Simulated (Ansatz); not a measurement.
# Ag: a tetragonal deformation path

Aim: for Ag, look for other minima along a tetragonal path.

Computed with Ansatz 0.2.0 (DFT r2SCAN, scalar-relativistic, plane waves, PAW, unless a step's input says otherwise).

### 1 The system as given

Symmetry: Im-3m, No. 229, cubic system. The conventional cell has a = 3.311 Å, b = 3.311 Å, c = 3.311 Å, α = 90.00°, β = 90.00°, γ = 90.00°. Ag (site symmetry m-3m) is surrounded by 8 Ag at 2.87 Å.

Structure file:

```cif
data_structure
_symmetry_space_group_name_H-M 'Im-3m'
_symmetry_Int_Tables_number 229
_cell_length_a 3.3113
_cell_length_b 3.3113
_cell_length_c 3.3113
_cell_angle_alpha 90.000
_cell_angle_beta 90.000
_cell_angle_gamma 90.000
_cell_volume 36.31
loop_
_atom_site_label
_atom_site_type_symbol
_atom_site_symmetry_multiplicity
_atom_site_Wyckoff_symbol
_atom_site_fract_x
_atom_site_fract_y
_atom_site_fract_z
_atom_site_occupancy
Ag1 Ag 2 a 0.00000 0.00000 0.00000 1
```

It goes back to an entry of the Materials Project, which need not be the stable form.

The cell is taken as given, not relaxed at this level.

### 2 Zero of energy

Reference values: F = -7603.9041 eV; pressure -3.58 GPa; largest force 0.000 eV/Å; gap on the mesh none (metal). It was computed beforehand with the settings of the runs below.

### 3 Setting up a tetragonal deformation path

At fixed volume and fractional coordinates, lengths along (0.000, 0.000, 1.000) are scaled against those across it; ρ is that ratio over its starting value.

### 4 ρ = 0.707

Input file input.yaml:

```yaml
crystal:
  lattice:
    - [-1.8585023365, 1.8585023365, 1.3139611519]
    - [1.8585023365, -1.8585023365, 1.3139611519]
    - [1.8585023365, 1.8585023365, -1.3139611519]
  atoms:
    - { symbol: Ag, position: [0.0, 0.0, 0.0] }
basis:
  ecutwfc: 500
kpoints:
  mp_grid: { grid: [22, 22, 22] }
hamiltonian:
  xc: r2scan
scf:
  occupations: { method: gaussian, width: 0.15 }
output:
  forces: true
  stress: true
  eigenvalues: true
```

Started as:

```console
$ ansatz run input.yaml --threads 1 --pin off --max-ram 2560MiB --backend cpu --events-out ev --progress --plain --runs-dir out
```

The session goes on with these runs: point ρ = 1.414; ρ = 0.850; At ρ = 1.200; point ρ = 0.780; point ρ = 1.300; At ρ = 0.920; ρ = 1.100; At ρ = 0.650; ρ = 1.500; ρ = 0.960; At ρ = 1.050.

**Question.** What will these runs give? Wanted: highest point.

As calculated:

```
     quantity                        value
highest point  296.9 meV/atom at ρ = 0.650
```

In words: The undisturbed cell is not the lowest point: the energy is 31.4 meV/atom lower at ρ = 1.414; the cell was taken as given and not relaxed at this level. Further dips among the sampled points: ρ = 0.920 (-2.2 meV/atom); whether they survive relaxation was not tested. At ρ = 1.414 the cell takes another symmetry, Fm-3m, -31.4 meV/atom from the start at this fixed volume.
